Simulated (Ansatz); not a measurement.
Ta3AsAu2O13:

```
CELL_PARAMETERS angstrom
5.72385 -0.00745 -0.00403
1.30279 6.25499 0.00561
0.27574 1.30074 8.36754
ATOMIC_POSITIONS crystal
Ta 0.21713 0.30521 0.58431
Ta 0.03325 0.11123 0.99855
Ta 0.58248 0.62145 0.50482
As 0.58707 0.89691 0.83049
Au 0.58004 0.09228 0.18613
Au 0.04485 0.82077 0.44682
O 0.66201 0.69726 0.71088
O 0.51632 0.13418 0.69625
O 0.85098 0.88773 0.91932
O 0.34466 0.87003 0.94651
O 0.73015 0.29240 0.03095
O 0.24622 0.21809 0.11075
O 0.12900 0.09398 0.49104
O 0.48032 0.38887 0.43499
O 0.05966 0.26685 0.78594
O 0.93330 0.53240 0.45645
O 0.49975 0.85161 0.34971
O 0.25256 0.62988 0.62473
O 0.91878 0.95175 0.22636
```

The cell was built by a generator and needn't be a form met in nature.

Base run:

* Program: Ansatz 0.2.0
* Functional: PBE
* Potentials or basis: all-electron LAPW, scalar-relativistic
* Cutoff: 522 eV
* Density cutoff: 2088 eV
* Basis error allowed: 0.003 eV/atom
* k mesh: 4 × 4 × 3
* Occupations: fermi-dirac, width 0.05 eV
* Spin: no spin polarisation
* Hubbard terms: Au d U = 6 eV, Ta d U = 6 eV

Its results: band gap on the k mesh 1.44 eV, direct; pressure 2.4 GPa; largest force 0.373 eV/Å.

**Question.** The run is repeated on the same cell with these changes: hubbard terms from Au d U = 6 eV, Ta d U = 6 eV to Au d U = 3 eV, Ta d U = 3 eV. What comes out?

**Answer.** Band gap on the k mesh 1.43 eV, indirect (least direct gap 1.45 eV); pressure 1.1 GPa; largest force 0.181 eV/Å.

Caveats: U is the effective U less J, on atomic orbitals that reach past the spheres; spin-orbit coupling is left out, which moves the levels of the heavy elements; an odd mesh through Γ misses points on the zone boundary, where band edges often lie.

Not every run made on this cell is shown here.
